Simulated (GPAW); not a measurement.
SiO:

```xyz
2
Lattice="0.0000 2.4336 2.4336 2.4336 0.0000 2.4336 2.4336 2.4336 0.0000" Properties=species:S:1:pos:R:3 pbc="T T T"
Si    3.6505    3.6505    3.6505
O     0.0000    0.0000    0.0000
```

The cell was built by a generator and needn't be a form met in nature.

```yaml
Program: GPAW 26.7.0
Task: relaxation of cell and atoms
Functional: PBE
Dispersion: D3(BJ)
Potentials_or_basis: GPAW PAW data sets (gpaw-data 1.2.1)
Cutoff: 800 eV
Basis: pw
k_mesh: 9 × 9 × 9
Occupations: fermi-dirac, width 0.05 eV
Spin: no spin polarisation
```

At the start: pressure 6.8 GPa; volume 14.41 Å³/atom.

How do energy, volume and symmetry change on relaxing?

Over 5 steps the energy falls by 12.0 meV/atom and the volume is 14.91 Å³/atom (+3.5 %); space group F-43m (No. 216, to 0.05 Å).

Step by step:
| step | energy change (eV) | largest force (eV/Å) | pressure (GPa) | volume (Å³) |
| --- | --- | --- | --- | --- |
| 1 | 0.0000 | 0.0000 | 6.76 | 28.83 |
| 2 | -0.0142 | 0.0000 | 4.81 | 29.21 |
| 3 | -0.0214 | 0.0000 | -2.31 | 30.20 |
| 4 | -0.0240 | 0.0000 | -0.24 | 29.87 |
| 5 | -0.0240 | 0.0000 | 0.03 | 29.83 |

Final structure:
```yaml
crystal:
  lattice:
    - [0.00000, 2.46152, 2.46152]
    - [2.46152, 0.00000, 2.46152]
    - [2.46152, 2.46152, 0.00000]
  atoms:
    - { symbol: Si, position: [0.75000, 0.75000, 0.75000] }
    - { symbol: O, position: [0.00000, 0.00000, 0.00000] }
```

Caveat: later steps reuse the first step's grids; pairwise dispersion overbinds metals, which lowers pressure and volume.
